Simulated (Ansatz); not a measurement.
# C2H3AlS (SMILES [AlH2][CH]=C=S): a relaxation

Aim: see where a relaxation from this start ends.

Program: Ansatz 0.2.0, Gaussian basis. Level of theory: PBE-D4/STO-3G. These are calculated values, not measurements.

## 1. The system as given

The start, displaced at random: SMILES `[AlH2][CH]=C=S`, 7 atoms, charge 0, spin multiplicity 1.

Atoms are counted from 1 here; the program's logs count them from 0.

Bond lengths: Al1–C2 1.860 Å, Al1–H5 1.555 Å, Al1–H6 1.516 Å, C2–C3 1.303 Å, C2–H7 1.070 Å, C3–S4 1.697 Å. Angles: C2–Al1–H5 125.8°, C2–Al1–H6 123.9°, H5–Al1–H6 108.7°, Al1–C2–C3 110.1°, Al1–C2–H7 128.1°, C3–C2–H7 121.6°, C2–C3–S4 159.2°.

Coordinates:

```mol
C2H3AlS
  3D, bonds by distance, orders not assigned

  7  6  0  0  0  0  0  0  0  0999 V2000
   -0.4260    1.0533    0.0472 Al  0  0
    0.7662   -0.3007    0.5010 C   0  0
    0.5406   -1.3588   -0.2246 C   0  0
   -0.2435   -2.3990   -1.3128 S   0  0
   -1.4907    0.9872   -1.0835 H   0  0
   -0.2756    2.4954    0.4888 H   0  0
    1.5736   -0.2629    1.2028 H   0  0
  1  2  8  0
  1  5  8  0
  1  6  8  0
  2  3  8  0
  2  7  8  0
  3  4  8  0
M  END
```

## 2. The relaxation

run/in.yaml

```yaml
crystal:
  periodic: [false, false, false]
  atoms:
    - {symbol: Al, position_ang: [-0.425965, 1.053266, 0.047178]}
    - {symbol: C, position_ang: [0.766213, -0.300721, 0.501008]}
    - {symbol: C, position_ang: [0.540568, -1.358814, -0.224565]}
    - {symbol: S, position_ang: [-0.243507, -2.398975, -1.312825]}
    - {symbol: H, position_ang: [-1.490704, 0.987182, -1.083547]}
    - {symbol: H, position_ang: [-0.275573, 2.495410, 0.488774]}
    - {symbol: H, position_ang: [1.573633, -0.262941, 1.202833]}
basis:
  gaussian: {orbitals: STO-3G}
hamiltonian: {xc: pbe, dispersion: d4}
relax: {f_tol: 0.05, max_steps: 80, max_displacement: 0.2}
```

Launch:

```sh
$ ansatz run in.yaml --threads 2 --pin off --events-out ev --progress --plain --max-ram 3481MiB
```

What does the calculation give? Wanted: energy change; last largest force; RMSD from the start.

**Answer**, as computed:

| quantity | value |
| --- | --- |
| steps | 7 |
| energy change | -0.730 eV |
| last largest force | 0.0207 eV/Å |
| RMSD from the start | 0.242 Å |

What this shows: It converged in 7 steps at a force tolerance of 0.05 eV/Å.
